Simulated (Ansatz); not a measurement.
# ClFH4O2Si2: the cost of one run

Method: the settings change from run to run; program: Ansatz 0.2.0, Gaussian basis.

## (1) The molecule

The structure was relaxed beforehand with PBE0-D4 in a triple-zeta def2 set.

SMILES `O[Si@H](Cl)[Si@@H](O)F`, 10 atoms, charge 0, spin multiplicity 1.

Atoms are counted from 1 here; the program's logs count them from 0.

Bond lengths: O1–Si2 1.635 Å, O1–H7 0.961 Å, Si2–F3 1.600 Å, Si2–Si4 2.354 Å, Si2–H8 1.480 Å, Si4–O5 1.638 Å, Si4–Cl6 2.079 Å, Si4–H9 1.478 Å, O5–H10 0.959 Å. Angles: Si2–O1–H7 116.8°, O1–Si2–F3 111.3°, O1–Si2–Si4 108.1°, O1–Si2–H8 106.0°, F3–Si2–Si4 107.3°, F3–Si2–H8 107.6°, Si4–Si2–H8 116.6°, Si2–Si4–O5 113.7°, Si2–Si4–Cl6 102.0°, Si2–Si4–H9 117.4°, O5–Si4–Cl6 110.6°, O5–Si4–H9 105.5°, Cl6–Si4–H9 107.4°, Si4–O5–H10 118.7°.

## (2) revPBE/def2-mTZVPP

This run has density fitting with cc-pVTZ-jkfit, D4 dispersion, high accuracy.

in.yaml reads:

```yaml
crystal:
  periodic: [false, false, false]
  atoms:
    - {symbol: O, position_ang: [-0.529422, 0.315363, -1.989263]}
    - {symbol: Si, position_ang: [-0.482937, -0.845666, -0.839560]}
    - {symbol: F, position_ang: [0.402431, -2.092897, -1.308585]}
    - {symbol: Si, position_ang: [0.542880, 0.061082, 1.075040]}
    - {symbol: O, position_ang: [-0.467689, 0.955365, 2.003561]}
    - {symbol: Cl, position_ang: [2.026429, 1.257965, 0.246349]}
    - {symbol: H, position_ang: [0.257193, 0.858036, -2.089613]}
    - {symbol: H, position_ang: [-1.875763, -1.320379, -0.684326]}
    - {symbol: H, position_ang: [1.201450, -0.881164, 2.003686]}
    - {symbol: H, position_ang: [-0.991572, 1.641096, 1.585611]}
basis:
  gaussian: {orbitals: def2-mTZVPP, fitting: {mean_field: cc-pVTZ-jkfit}}
hamiltonian: {xc: {name: revPBE}, dispersion: d4}
accuracy: high
```

Launch:

```sh
ansatz run in.yaml --threads 4 --pin off --events-out ev --progress --plain --max-ram 10444MiB
```

**Question.** How long does this run take on 4 threads of Arm Neoverse V1, shared host, and how much memory does it need?

About 3.9 s, with a peak of 0.26 GiB.
